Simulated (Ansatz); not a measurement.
# CHBrO: the cost of one run

Method: the levels named in each step, in Ansatz 0.2.0.

**1. The system as given**

Bond lengths: C2–O3 1.121 Å, Br1–H4 1.407 Å.

Coordinates:

```xyz
4

Br    0.0000    0.0000   -2.4224
C     0.0000    0.0000    1.1583
O     0.0000    0.0000    2.2794
H     0.0000    0.0000   -1.0154
```

**2. A rough first relaxation, PBE-D4/def2-SVP**

This run stands in another session on the same molecule. It ended at:

```xyz
4

Br    0.0000    0.0000   -2.4841
C     0.0000    0.0000    1.1921
O     0.0000    0.0000    2.3314
H     0.0000    0.0000   -1.0394
```

**3. Relaxation, HF/STO-3G**

The input, input.yaml:

```yaml
crystal:
  periodic: [false, false, false]
  atoms:
    - { symbol: Br, position_ang: [0.0, 0.0, -2.48406168] }
    - { symbol: C, position_ang: [0.0, 0.0, 1.19207491] }
    - { symbol: O, position_ang: [0.0, 0.0, 2.33139264] }
    - { symbol: H, position_ang: [0.0, 0.0, -1.03940587] }
basis:
  gaussian: { orbitals: STO-3G }
hamiltonian:
  xc: hf
relax:
  f_tol: 0.002
  max_steps: 150
```

Run with:

```console
> ansatz run input.yaml --threads 2 --pin off --max-ram 5120MiB --backend cpu --events-out ev --progress --plain --runs-dir out
```

Q: Estimate wall time and peak memory on 2 threads of Intel Xeon at 2.50GHz (Skylake/Cascade Lake), shared host.

About 6.9 s, with a peak of 0.11 GiB.
